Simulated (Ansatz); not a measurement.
# InGa2N3: the cost of one run

Computed with Ansatz 0.2.0 (DFT PBE, scalar-relativistic, plane waves, PAW, unless a step's input says otherwise).

1 further run of the same task is left out (set aside as unsound or not needed).

## (1) Starting point

It takes space group Cmc2_1 (No. 36, orthorhombic). The conventional cell has a = 10.021 Å, b = 5.780 Å, c = 5.398 Å, α = 90.00°, β = 90.00°, γ = 90.00°. Around In (site symmetry m) lie 4 N at 2.18 to 2.19 Å. Ga (site symmetry 1) has 4 N at 1.97 to 1.98 Å as nearest neighbours. Around N (site symmetry 1) lie 3 Ga at 1.97 to 1.98 Å and 1 In at 2.18 Å. Around N (site symmetry m) lie 2 Ga at 1.97 Å and 2 In at 2.18 to 2.19 Å.

Structure file:

```xyz
12
Lattice="5.0105 -2.8902 0.0000 5.0105 2.8902 0.0000 0.0000 0.0000 5.3981" Properties=species:S:1:pos:R:3 pbc="T T T"
In    5.0105    1.0094    5.3430
In    5.0105   -1.0094    2.6439
Ga    1.7077    0.9445    5.3581
Ga    8.3132    0.9445    5.3581
Ga    8.3132   -0.9445    2.6590
Ga    1.7077   -0.9445    2.6590
N     1.8043    0.8882    1.9380
N     8.2166    0.8882    1.9380
N     8.2166   -0.8882    4.6371
N     1.8043   -0.8882    4.6371
N     5.0105    1.1112    2.1321
N     5.0105   -1.1112    4.8312
```

It goes back to an entry of the Materials Project, which need not be the stable form.

It is the result of an earlier relaxation at this level (volume 13.03 Å³/atom; gap on the mesh: 0.87 eV).

## (2) Zero of the scan

Input file input.yaml:

```yaml
crystal:
  lattice:
    - [5.0104831011, -2.8901996281, 0.0]
    - [5.0104831011, 2.8901996281, 0.0]
    - [0.0, 0.0, 5.3980600093]
  atoms:
    - { symbol: In, position: [0.325374338, 0.674625662, 0.9897954406] }
    - { symbol: In, position: [0.674625662, 0.325374338, 0.4897954406] }
    - { symbol: Ga, position: [0.0070223921, 0.3338071184, 0.9925887727] }
    - { symbol: Ga, position: [0.6661928816, 0.9929776079, 0.9925887727] }
    - { symbol: Ga, position: [0.9929776079, 0.6661928816, 0.4925887727] }
    - { symbol: Ga, position: [0.3338071184, 0.0070223921, 0.4925887727] }
    - { symbol: "N", position: [0.0264035214, 0.3337100342, 0.359024157] }
    - { symbol: "N", position: [0.6662899658, 0.9735964786, 0.359024157] }
    - { symbol: "N", position: [0.9735964786, 0.6662899658, 0.859024157] }
    - { symbol: "N", position: [0.3337100342, 0.0264035214, 0.859024157] }
    - { symbol: "N", position: [0.3077705046, 0.6922294954, 0.3949797] }
    - { symbol: "N", position: [0.6922294954, 0.3077705046, 0.8949797] }
basis:
  ecutwfc: 420
kpoints:
  mp_grid: { grid: [6, 6, 6] }
hamiltonian:
  xc: pbe
scf:
  occupations: { method: gaussian, width: 0.05 }
output:
  forces: true
  stress: true
  eigenvalues: true
  write_density: true
  write_potential: true
  elf: true
  volumetric_format: npy
```

On the command line:

```bash
$ ansatz run input.yaml --threads 2 --pin off --max-ram 5120MiB --backend cpu --events-out ev --progress --plain --runs-dir out
```

**Question.** How long does this run take on 2 threads of AMD EPYC 7R43 (Zen 3), shared host, and how much memory does it need?

About 41 s, with a peak of 0.71 GiB.
